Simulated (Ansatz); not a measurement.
# FHISn: the cost of one run

Program: Ansatz 0.2.0, driven from Python. The levels of theory stand in the script. These are calculated values, not measurements.

### Step 1. The system

Bond lengths: F1–Sn2 1.904 Å, Sn2–I3 2.702 Å, Sn2–H4 1.791 Å. Angles: F1–Sn2–I3 107.7°, F1–Sn2–H4 112.4°, I3–Sn2–H4 107.7°.

The script holds or builds the structure itself.

### Step 2. The code

Input file fhisn_basis.py:

```python
import ansatz as az


def main() -> None:
    molecule = (
        az.Crystal.molecule()
        .atom("F", (-1.7844, 0.0079, 0.5877))
        .atom("Sn", (-0.2408, -0.1289, -0.5188))
        .atom("I", (1.6713, -1.4129, 0.8937))
        .atom("H", (0.4094, 1.4736, -0.983))
    )

    model = molecule.calculation()
    model = model.functional("HF")
    model = model.spin("collinear", total=1)

    energies = {}
    for basis in ["def2-SVP", "def2-SVPD", "def2-TZVP", "def2-TZVPP"]:
        report = model.basis(gaussian=basis).run(threads=1, pin="off").report
        size = report["n_frozen"] + report["n_occupied"][0] + report["n_virtual"][0]
        energies[basis] = (report["reference_energy_ev"] / 27.211386246, report["free_energy_ev"] / 27.211386246)
        print(f"{basis:14s} {size:4d} orbitals  reference {energies[basis][0]:14.6f} Ha  total {energies[basis][1]:14.6f} Ha")

    last = energies["def2-TZVPP"][1]
    for basis, (_, total) in energies.items():
        print(f"{basis:14s} lies {27.211386 * (total - last):9.4f} eV above def2-TZVPP")


if __name__ == "__main__":
    main()
```

### Step 3. The input behind the calls

The package turns the script's settings into the engine's input (first run):

```yaml
crystal:
  periodic: [false, false, false]
  atoms:
    - { symbol: F, position_ang: [-1.7844, 0.0079, 0.5877] }
    - { symbol: Sn, position_ang: [-0.2408, -0.1289, -0.5188] }
    - { symbol: I, position_ang: [1.6713, -1.4129, 0.8937] }
    - { symbol: H, position_ang: [0.4094, 1.4736, -0.983] }
basis:
  gaussian:
    orbitals: def2-SVP
hamiltonian:
  xc: hf
magnetization:
  spin_polarized: true
  initial_magnetization: 1.0
```

### Step 4. The run

Run with:

```sh
$ python fhisn_basis.py
```

Q: Estimate wall time and peak memory on 1 thread of Arm Neoverse V1, shared host.

About 14 s, with a peak of 0.42 GiB.
